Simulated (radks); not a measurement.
# Ionisation of La⁺: one atom, several choices of relativity

One table from this session's results is given with a row withheld; the runs are named, their logs left out.

Method: Kohn-Sham, PBE, spin-unpolarised, spherical densities. Code: radks (a radial shooting solver on a logarithmic mesh, Libxc functionals) version 1.

### The system

| Item | Value |
| --- | --- |
| element | lanthanum (Z = 57) |
| charge | +1 |
| electrons | 56 |
| configuration | [Xe] 5d2 |
| ion | La²⁺, [Xe] 5d1 |
| choices | non-relativistic; scalar-relativistic; Dirac, 2j+1 shares; Dirac, low j first; scalar-relativistic, finite nucleus; Dirac, 2j+1 shares, finite nucleus; Dirac, c × 0.85; Dirac, c × 1.5; Dirac, c × 0.75 |

Set-up of the first run:

Settings of this run:

```text
Z 57
configuration [Xe] 5d2
relativity non-relativistic
functional pbe,pbe
spin unpolarised
nucleus point
```

Among the steps run: non-relativistic: La⁺.

One table of the session follows, with a row left open; its other results are not shown here.

It belongs to the step «non-relativistic: La⁺». From the orbitals of this run (lengths in bohr):

```
level     <r>  outermost maximum (interpolated)  90 % within  nodes
   3p       ?                                 ?            ?      ?
   3d  0.2605                             0.211        0.407      0
   4s  0.6840                             0.636        0.981      3
   4p  0.7057                             0.648         1.02      2
   4d  0.7635                             0.670         1.15      1
   5s   1.633                              1.47         2.34      4
   5p   1.839                              1.62         2.68      3
   5d   2.814                              2.18         4.39      2
```

**Question.** Estimate the row for 3p.

As computed: <r>: 0.2897; outermost maximum (interpolated): 0.261; 90 % within: 0.433; nodes: 1. In the column «<r>» it lies between 3d (0.2605) and 4s (0.6840).

Caveats from the session: Spin polarisation and multiplet splitting of open shells are left out at every level.
